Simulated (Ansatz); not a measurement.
# CH₆SiTe: one species, many methods

How much do the methods differ for CH₆SiTe? The plan is to run it at one geometry with functionals of several rungs and with coupled cluster, and see how far each lands from CCSD(T) at the basis-set limit for the atomisation energy.

Method: functionals in def2-TZVPP, the program's frozen cores in correlated methods; program: Ansatz 0.2.0, Gaussian basis.

Levels to be run: LDA (SPW92), PBE-D4, revPBE-D4, BLYP-D4, r2SCAN-D4, B97M-V, PBE0-D4, B3LYP-D4, r2SCANh-D4, r2SCAN0-D4, HSE06-D4, BHLYP-D4, CAM-B3LYP-D4, LC-ωPBE, ωB97X-V, ωB97M-V, B2PLYP, PBE-QIDH; CCSD(T)/def2-SVP; CCSD(T)/def2-TZVPP; MP2/def2-QZVPP; extrapolation to the limit; RPA on PBE.

### 1 The geometry

An earlier PBE0-D4 in a triple-zeta def2 set relaxation fixed the geometry. Te takes the def2 core potential; no spin-orbit term is included.

SMILES `[SiH3]C[TeH]`, 9 atoms, charge 0, spin multiplicity 1.

Atoms are counted from 1 here; the program's logs count them from 0.

Bond lengths: Si1–C2 1.873 Å, Si1–H4 1.486 Å, Si1–H5 1.487 Å, Si1–H6 1.486 Å, C2–Te3 2.148 Å, C2–H7 1.090 Å, C2–H8 1.090 Å, Te3–H9 1.659 Å. Angles: C2–Si1–H4 110.1°, C2–Si1–H5 109.8°, C2–Si1–H6 110.1°, H4–Si1–H5 109.0°, H4–Si1–H6 108.8°, H5–Si1–H6 109.1°, Si1–C2–Te3 111.1°, Si1–C2–H7 110.2°, Si1–C2–H8 110.3°, Te3–C2–H7 107.9°, Te3–C2–H8 108.0°, H7–C2–H8 109.3°, C2–Te3–H9 93.9°.

Coordinates:

| atom | x (Å) | y (Å) | z (Å) |
| --- | --- | --- | --- |
| Si1 | -0.5523 | 0.8015 | -0.9014 |
| C2 | 0.4922 | -0.4097 | 0.0734 |
| Te3 | -0.2786 | -0.6718 | 2.0616 |
| H4 | -1.9532 | 0.3126 | -0.9880 |
| H5 | -0.0030 | 0.9462 | -2.2760 |
| H6 | -0.5492 | 2.1296 | -0.2346 |
| H7 | 1.5153 | -0.0418 | 0.1563 |
| H8 | 0.4977 | -1.3837 | -0.4165 |
| H9 | 0.9195 | -1.7292 | 2.5080 |

### 2 LDA

This LDA is Slater exchange with PW92 correlation.

Contents of in.yaml:

```yaml
crystal:
  periodic: [false, false, false]
  atoms:
    - {symbol: Si, position_ang: [-0.552314, 0.801511, -0.901430]}
    - {symbol: C, position_ang: [0.492230, -0.409714, 0.073431]}
    - {symbol: Te, position_ang: [-0.278626, -0.671828, 2.061567]}
    - {symbol: H, position_ang: [-1.953246, 0.312608, -0.987968]}
    - {symbol: H, position_ang: [-0.003025, 0.946234, -2.275993]}
    - {symbol: H, position_ang: [-0.549154, 2.129584, -0.234563]}
    - {symbol: H, position_ang: [1.515314, -0.041773, 0.156255]}
    - {symbol: H, position_ang: [0.497720, -1.383714, -0.416545]}
    - {symbol: H, position_ang: [0.919499, -1.729207, 2.508046]}
basis:
  gaussian: {orbitals: def2-TZVPP}
hamiltonian: {xc: lda}
output: {orbitals: {seedname: orbitals}}
```

Launch:

```bash
$ ansatz run in.yaml --threads 2 --pin off --events-out ev --progress --plain --max-ram 4352MiB
```

Further steps of the session: PBE-D4 (GGA); revPBE-D4 (GGA); BLYP-D4 (GGA); r2SCAN-D4 (meta-GGA); B97M-V (meta-GGA); B3LYP-D4 (hybrid); r2SCANh-D4 (hybrid); r2SCAN0-D4 (hybrid); HSE06-D4 (hybrid); BHLYP-D4 (hybrid); CAM-B3LYP-D4 (range-separated); LC-ωPBE (range-separated); ωB97X-V (range-separated); ωB97M-V (range-separated); B2PLYP (double hybrid); PBE-QIDH (double hybrid); CCSD(T) in def2-SVP; CCSD(T) in def2-TZVPP; MP2 in def2-QZVPP; RPA on PBE orbitals.

**Question.** What will the summary of the whole plan be? Wanted: atomisation energy, CCSD(T)/CBS; farthest beyond LDA; mean size of error, GGA; mean size of error, meta-GGA; mean size of error, hybrid; mean size of error, range-separated; mean size of error, double hybrid; gap, smallest and largest; T1 diagnostic.

As calculated:

```
                               quantity                                                                value
        atomisation energy, CCSD(T)/CBS                                                            28.335 eV
    functionals within 0.283 eV (1.0 %)  PBE-D4, r2SCAN-D4, B97M-V, B3LYP-D4, CAM-B3LYP-D4, ωB97X-V, ωB97M-V
                    farthest beyond LDA                                                  LC-ωPBE (-0.701 eV)
                mean size of error, GGA                                                             0.415 eV
           mean size of error, meta-GGA                                                             0.205 eV
             mean size of error, hybrid                                                             0.427 eV
    mean size of error, range-separated                                                             0.302 eV
      mean size of error, double hybrid                                                             0.564 eV
              gap, smallest and largest                                3.45 eV (BLYP-D4), 10.07 eV (LC-ωPBE)
                          T1 diagnostic                                                               0.0106
triples share of the correlation energy                                                                2.9 %
```

What this shows: LDA overbinds by 3.214 eV (11 %). PBE-D4 is off by -0.179 eV. Double hybrids carry the basis error of their MP2 part in triple zeta, and no dispersion term here, so their miss is partly the set-up's. Taken by rung, meta-GGA functionals do best (0.205 eV on average) and double hybrid ones worst beyond LDA (0.564 eV). The gap between the best rungs is small, so their order is not settled. Misses under about 0.283 eV are within the doubt on the reference itself, which lacks core-valence correlation, spin-orbit coupling and higher excitations, and its outer-core shells are covered unevenly. All levels share the lack of spin-orbit coupling, which lowers the free heavy atoms and so the true binding. Hartree-Fock recovers 73 % of the binding; the rest is correlation. CCSD(T) in def2-SVP is off by -2.041 eV, more than most functionals: a good method in a small basis is no reference. The gap grows from 3.5 to 10.1 eV across the functionals, mostly with the share of exact exchange. Correlated methods include outer-core shells of Te, which these sets cover unevenly.
